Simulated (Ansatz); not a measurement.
# CoO (I4/mmm): one cell under locks on the spin (series 3)

Method: DFT LDA+U (U_eff = 1 eV on Co d, around-mean-field double counting), plane waves, PAW, in Ansatz 0.2.0.

### Step 1. The system as given

Symmetry: I4/mmm, No. 139, tetragonal system. The conventional cell has a = 3.016 Å, b = 3.016 Å, c = 4.215 Å, α = 90.00°, β = 90.00°, γ = 90.00°. Co (site symmetry 4/mmm) is surrounded by 6 O at 2.11 to 2.13 Å. O (site symmetry 4/mmm) has 6 Co at 2.11 to 2.13 Å as nearest neighbours.

As a file:

```cif
data_structure
_symmetry_space_group_name_H-M 'I4/mmm'
_symmetry_Int_Tables_number 139
_cell_length_a 3.0160
_cell_length_b 3.0160
_cell_length_c 4.2145
_cell_angle_alpha 90.000
_cell_angle_beta 90.000
_cell_angle_gamma 90.000
_cell_volume 38.34
loop_
_atom_site_label
_atom_site_type_symbol
_atom_site_symmetry_multiplicity
_atom_site_Wyckoff_symbol
_atom_site_fract_x
_atom_site_fract_y
_atom_site_fract_z
_atom_site_occupancy
Co1 Co 2 a 0.00000 0.00000 0.00000 1
O1 O 2 b 0.00000 0.00000 0.50000 1
```

The runs: spin-orbit coupling, direction held; total moment locked at zero, no site moments, 0.00 μB per cell; total moment held at first, then free, 1.50 μB per cell.

An earlier series on this cell reached its lowest free state from «ferromagnetic start, free, default search»; it joins the table at the end.

### Step 2. Spin-orbit coupling, direction held

Contents of input.yaml:

```yaml
crystal:
  lattice:
    - [-1.50800044, 1.50800044, 2.10725036]
    - [1.50800044, -1.50800044, 2.10725036]
    - [1.50800044, 1.50800044, -2.10725036]
  atoms:
    - { symbol: Co, position: [0.0, 0.0, 0.0], spin: 3.0, spin_axis: [0.57735, 0.57735, 0.57735] }
    - { symbol: O, position: [0.5, 0.5, 0.0] }
basis:
  ecutwfc: 420
  ecutrho_ratio: 4
kpoints:
  mp_grid: { grid: [9, 9, 9] }
hamiltonian:
  xc: lda
  hubbard:
    sites:
      - { site: 0, l: d, u_eff: 1.0, starting_ns: [{ occupation_matrix: s0 }] }
    double_counting: amf
    occupation_matrices:
      s0:
        spinor_matrix:
          - [[0.77511, 0.0], [0.0, 0.0], [0.0, 0.0], [-0.03383, 0.0], [0.0, 0.0], [0.26622, -0.26622], [0.0, 0.0], [0.0, 0.0], [0.04622, -0.04622], [0.0, 0.0]]
          - [[0.0, 0.0], [0.76924, 0.0], [0.0, 0.0], [0.0, 0.0], [0.0, 0.0], [0.0, 0.0], [0.27424, -0.27424], [0.0, 0.0], [0.0, 0.0], [0.0, 0.0]]
          - [[0.0, 0.0], [0.0, 0.0], [0.97, 0.0], [0.0, 0.0], [0.0, 0.0], [0.0, 0.0], [0.0, 0.0], [0.0, 0.0], [0.0, 0.0], [0.0, 0.0]]
          - [[-0.03383, 0.0], [0.0, 0.0], [0.0, 0.0], [0.96413, 0.0], [0.0, 0.0], [0.04622, -0.04622], [0.0, 0.0], [0.0, 0.0], [0.00802, -0.00802], [0.0, 0.0]]
          - [[0.0, 0.0], [0.0, 0.0], [0.0, 0.0], [0.0, 0.0], [0.76924, 0.0], [0.0, 0.0], [0.0, 0.0], [0.0, 0.0], [0.0, 0.0], [0.27424, -0.27424]]
          - [[0.26622, 0.26622], [0.0, 0.0], [0.0, 0.0], [0.04622, 0.04622], [0.0, 0.0], [0.24268, 0.0], [0.0, 0.0], [0.0, 0.0], [-0.12627, 0.0], [0.0, 0.0]]
          - [[0.0, 0.0], [0.27424, 0.27424], [0.0, 0.0], [0.0, 0.0], [0.0, 0.0], [0.0, 0.0], [0.22076, 0.0], [0.0, 0.0], [0.0, 0.0], [0.0, 0.0]]
          - [[0.0, 0.0], [0.0, 0.0], [0.0, 0.0], [0.0, 0.0], [0.0, 0.0], [0.0, 0.0], [0.0, 0.0], [0.97, 0.0], [0.0, 0.0], [0.0, 0.0]]
          - [[0.04622, 0.04622], [0.0, 0.0], [0.0, 0.0], [0.00802, 0.00802], [0.0, 0.0], [-0.12627, 0.0], [0.0, 0.0], [0.0, 0.0], [0.94808, 0.0], [0.0, 0.0]]
          - [[0.0, 0.0], [0.0, 0.0], [0.0, 0.0], [0.0, 0.0], [0.27424, 0.27424], [0.0, 0.0], [0.0, 0.0], [0.0, 0.0], [0.0, 0.0], [0.22076, 0.0]]
    ns_hold: { iters: 8 }
scf:
  occupations: { method: gaussian, width: 0.05 }
  lower_state_search: "off"
  max_iter: 150
output:
  forces: true
  stress: true
  eigenvalues: true
  populations: true
  hubbard: { sites: [{ site: 0, l: d }] }
magnetization:
  noncollinear: true
  spin_orbit: true
  spin_locking: { lock_directions: true }
```

The typed matrices put 0.97 on the chosen orbitals and 0.02 on the others, and are held for 8 cycles. The lock stays on to the end. This run includes spin–orbit coupling.

Launch:

```
> ansatz run input.yaml --threads 2 --pin off --max-ram 3072MiB --backend cpu --events-out ev --progress --plain --runs-dir out
```

**Question.** How long does this run take on 2 threads of Arm Neoverse V1, shared host, and how much memory does it need?

About 3.5 min, with a peak of 0.94 GiB.
